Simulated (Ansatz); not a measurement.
# AlIn2N3: the cost of one run

Computed with Ansatz 0.2.0 (DFT PBE, scalar-relativistic, plane waves, PAW, unless a step's input says otherwise).

## (1) The starting structure

It takes space group Cmc2_1 (No. 36, orthorhombic). Conventional cell: a = 10.296 Å, b = 5.926 Å, c = 5.500 Å, α = 90.00°, β = 90.00°, γ = 90.00°. Al (site symmetry m) is surrounded by 4 N at 1.90 to 1.92 Å. In (site symmetry 1) has 4 N at 2.18 to 2.20 Å in its first shell of neighbours. N (site symmetry 1) is surrounded by 1 Al at 1.90 Å and 3 In at 2.18 to 2.20 Å. Around N (site symmetry m) lie 2 Al at 1.91 to 1.92 Å and 2 In at 2.19 Å.

Structure file:

```cif
data_structure
_symmetry_space_group_name_H-M 'Cmc2_1'
_symmetry_Int_Tables_number 36
_cell_length_a 10.2962
_cell_length_b 5.9257
_cell_length_c 5.5000
_cell_angle_alpha 90.000
_cell_angle_beta 90.000
_cell_angle_gamma 90.000
_cell_volume 335.57
loop_
_atom_site_label
_atom_site_type_symbol
_atom_site_symmetry_multiplicity
_atom_site_Wyckoff_symbol
_atom_site_fract_x
_atom_site_fract_y
_atom_site_fract_z
_atom_site_occupancy
Al1 Al 4 a 0.00000 0.34124 0.01078 1
In1 In 8 b 0.16185 0.82644 0.01288 1
N1 N 8 b 0.15091 0.81795 0.61436 1
N2 N 4 a 0.00000 0.36864 0.66273 1
```

The runs take a perfect supercell of 48 atoms; the defect goes to fractional position (0.827, 0.005, 0.832).

## (2) The perfect supercell

input.yaml reads:

```yaml
crystal:
  lattice:
    - [5.148102, 2.962873, 5.500038]
    - [5.148102, -2.962873, -5.500038]
    - [-5.148102, 8.888619, -5.500038]
  atoms:
    - { symbol: Al, position: [0.826683, 0.005391, 0.832074] }
    - { symbol: Al, position: [0.076683, 0.505391, 0.582074] }
    - { symbol: Al, position: [0.326683, 0.005391, 0.332074] }
    - { symbol: Al, position: [0.576683, 0.505391, 0.082074] }
    - { symbol: Al, position: [0.542926, 0.255391, 0.798317] }
    - { symbol: Al, position: [0.042926, 0.255391, 0.298317] }
    - { symbol: Al, position: [0.792926, 0.755391, 0.548317] }
    - { symbol: Al, position: [0.292926, 0.755391, 0.048317] }
    - { symbol: In, position: [0.745415, 0.168294, 0.589999] }
    - { symbol: In, position: [0.495414, 0.668293, 0.839999] }
    - { symbol: In, position: [0.245414, 0.168293, 0.089999] }
    - { symbol: In, position: [0.995414, 0.668293, 0.339999] }
    - { symbol: In, position: [0.171707, 0.344586, 0.839999] }
    - { symbol: In, position: [0.421707, 0.844586, 0.589999] }
    - { symbol: In, position: [0.671707, 0.344586, 0.339999] }
    - { symbol: In, position: [0.921707, 0.844586, 0.089999] }
    - { symbol: In, position: [0.873148, 0.594586, 0.79144] }
    - { symbol: In, position: [0.123147, 0.094585, 0.54144] }
    - { symbol: In, position: [0.373148, 0.594586, 0.29144] }
    - { symbol: In, position: [0.623147, 0.094585, 0.04144] }
    - { symbol: In, position: [0.196855, 0.918293, 0.79144] }
    - { symbol: In, position: [0.446855, 0.418293, 0.54144] }
    - { symbol: In, position: [0.696855, 0.918293, 0.29144] }
    - { symbol: In, position: [0.946855, 0.418293, 0.04144] }
    - { symbol: "N", position: [0.338342, 0.958089, 0.994617] }
    - { symbol: "N", position: [0.588342, 0.458089, 0.744617] }
    - { symbol: "N", position: [0.838342, 0.958089, 0.494617] }
    - { symbol: "N", position: [0.088342, 0.458089, 0.244617] }
    - { symbol: "N", position: [0.036527, 0.656274, 0.994617] }
    - { symbol: "N", position: [0.286527, 0.156274, 0.744617] }
    - { symbol: "N", position: [0.536527, 0.656274, 0.494617] }
    - { symbol: "N", position: [0.786527, 0.156274, 0.244617] }
    - { symbol: "N", position: [0.979475, 0.406274, 0.687565] }
    - { symbol: "N", position: [0.729475, 0.906274, 0.937565] }
    - { symbol: "N", position: [0.479475, 0.406274, 0.187565] }
    - { symbol: "N", position: [0.229475, 0.906274, 0.437565] }
    - { symbol: "N", position: [0.031289, 0.208088, 0.937565] }
    - { symbol: "N", position: [0.28129, 0.708089, 0.687565] }
    - { symbol: "N", position: [0.53129, 0.208089, 0.437565] }
    - { symbol: "N", position: [0.78129, 0.708088, 0.187565] }
    - { symbol: "N", position: [0.649995, 0.331367, 0.981362] }
    - { symbol: "N", position: [0.149995, 0.331367, 0.481362] }
    - { symbol: "N", position: [0.899995, 0.831367, 0.731362] }
    - { symbol: "N", position: [0.399995, 0.831367, 0.231362] }
    - { symbol: "N", position: [0.643638, 0.081367, 0.725005] }
    - { symbol: "N", position: [0.393638, 0.581367, 0.975005] }
    - { symbol: "N", position: [0.143638, 0.081367, 0.225005] }
    - { symbol: "N", position: [0.893638, 0.581367, 0.475005] }
basis:
  ecutwfc: 420
  fft_grid_basis: typed
kpoints:
  mp_grid: { grid: [2, 2, 2] }
hamiltonian:
  xc: pbe
  pseudopotentials: { kind: paw }
scf:
  occupations: { method: gaussian, width: 0.05 }
output:
  forces: true
  stress: false
  eigenvalues: true
  bader: false
  write_density: true
  volumetric_format: npy
```

Command:

```bash
$ ansatz run input.yaml --threads 4 --pin off --max-ram 10240MiB --backend cpu --events-out ev --progress --plain --runs-dir out
```

What time and memory should one allow on 4 threads of Arm Neoverse V1, shared host?

About 17 s, with a peak of 3.2 GiB.
